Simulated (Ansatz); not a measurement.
# C₂H₆GeO: ionisation energy by level of theory

One table from this session's results is given with a row withheld; the runs are named, their logs left out.

Method: unrestricted cation, the program's frozen cores in correlated methods; program: Ansatz 0.2.0, Gaussian basis.

Levels to be run: UKS PBE-D4/def2-TZVPP; UKS r2SCAN-D4/def2-TZVPP; UKS PBE0-D4/def2-TZVPP; UKS B3LYP-D4/def2-TZVPP; UKS wB97X-V/def2-TZVPP; UKS wB97M-V/def2-TZVPP; UKS B2PLYP/def2-TZVPP; UHF-CCSD(T)/def2-TZVPP; UHF-MP2/def2-QZVPP; extrapolation to the limit; then −ε(HOMO) from the neutral's earlier runs with LDA (SPW92), PBE-D4, revPBE-D4, BLYP-D4, r2SCAN-D4, B97M-V, PBE0-D4, B3LYP-D4, r2SCANh-D4, r2SCAN0-D4, HSE06-D4, BHLYP-D4, CAM-B3LYP-D4, LC-ωPBE, ωB97X-V, ωB97M-V.

## Structure used throughout

All runs share one geometry, relaxed beforehand with PBE0-D4 in a triple-zeta def2 set.

SMILES `C=C[O][GeH3]`, 10 atoms, charge 0, spin multiplicity 1.

Atoms are counted from 1 here; the program's logs count them from 0.

Bond lengths: C1–C2 1.326 Å, C1–H5 1.081 Å, C1–H6 1.083 Å, C2–O3 1.350 Å, C2–H7 1.092 Å, O3–Ge4 1.792 Å, Ge4–H8 1.537 Å, Ge4–H9 1.538 Å, Ge4–H10 1.529 Å. Angles: C2–C1–H5 119.6°, C2–C1–H6 121.4°, H5–C1–H6 119.0°, C1–C2–O3 123.1°, C1–C2–H7 120.7°, O3–C2–H7 116.1°, C2–O3–Ge4 120.4°, O3–Ge4–H8 108.7°, O3–Ge4–H9 107.7°, O3–Ge4–H10 104.2°, H8–Ge4–H9 110.8°, H8–Ge4–H10 112.3°, H9–Ge4–H10 112.9°.

As a file:

```mol
C2H6GeO
  3D, bonds by distance, orders not assigned

 10  9  0  0  0  0  0  0  0  0999 V2000
    1.8852    0.2231    0.9642 C   0  0
    0.6238    0.3095    0.5647 C   0  0
    0.2214   -0.0164   -0.6821 O   0  0
   -1.5067   -0.3499   -1.0195 Ge  0  0
    2.1514    0.5320    1.9654 H   0  0
    2.6619   -0.1414    0.3037 H   0  0
   -0.1509    0.6814    1.2386 H   0  0
   -1.8453   -1.7585   -0.5066 H   0  0
   -2.3393    0.7143   -0.2844 H   0  0
   -1.6183   -0.2451   -2.5409 H   0  0
  1  2  8  0
  2  3  8  0
  3  4  8  0
  1  5  8  0
  1  6  8  0
  2  7  8  0
  4  8  8  0
  4  9  8  0
  4 10  8  0
M  END
```

Set-up of the first run:

in.yaml

```yaml
crystal:
  periodic: [false, false, false]
  atoms:
    - {symbol: C, position_ang: [1.885160, 0.223070, 0.964223]}
    - {symbol: C, position_ang: [0.623767, 0.309537, 0.564734]}
    - {symbol: O, position_ang: [0.221406, -0.016378, -0.682100]}
    - {symbol: Ge, position_ang: [-1.506718, -0.349897, -1.019549]}
    - {symbol: H, position_ang: [2.151409, 0.532007, 1.965352]}
    - {symbol: H, position_ang: [2.661948, -0.141423, 0.303670]}
    - {symbol: H, position_ang: [-0.150883, 0.681402, 1.238564]}
    - {symbol: H, position_ang: [-1.845341, -1.758499, -0.506632]}
    - {symbol: H, position_ang: [-2.339317, 0.714320, -0.284407]}
    - {symbol: H, position_ang: [-1.618333, -0.245138, -2.540857]}
basis:
  gaussian: {orbitals: def2-TZVPP}
total_charge: 1
magnetization: {spin_polarized: true, initial_magnetization: 1}
hamiltonian: {xc: pbe, dispersion: d4}
```

Started as:

```
$ ansatz run in.yaml --threads 2 --pin off --events-out ev --progress --plain --max-ram 32768MiB --backend cpu
```

Steps of the session up to this table: Cation, UKS PBE-D4/def2-TZVPP; Cation, UKS r2SCAN-D4/def2-TZVPP; Cation, UKS PBE0-D4/def2-TZVPP; Cation, UKS B3LYP-D4/def2-TZVPP; Cation, UKS wB97X-V/def2-TZVPP; Cation, UKS wB97M-V/def2-TZVPP; Cation, UKS B2PLYP (frozen core)/def2-TZVPP; Cation, UHF-CCSD(T)/def2-TZVPP; Cation, UHF-MP2/def2-QZVPP.

One of the session's tables, all rows but one given; the rest of the session is left out.

For comparison, −ε(HOMO) of the neutral from earlier runs:

```
  functional  −ε(HOMO) (eV)
 LDA (SPW92)           5.62
      PBE-D4           5.44
   revPBE-D4           5.37
     BLYP-D4           5.30
   r2SCAN-D4           5.64
      B97M-V           5.70
     PBE0-D4           6.61
    B3LYP-D4           6.39
  r2SCANh-D4           6.08
  r2SCAN0-D4           6.75
    HSE06-D4              ?
    BHLYP-D4           7.64
CAM-B3LYP-D4           7.94
     LC-ωPBE           9.29
     ωB97X-V           8.93
     ωB97M-V           8.85
```

**Question.** Estimate the row for HSE06-D4.

**Answer.** −ε(HOMO) (eV): 6.20. In the column «−ε(HOMO) (eV)» it lies between r2SCANh-D4 (6.08) and B3LYP-D4 (6.39).
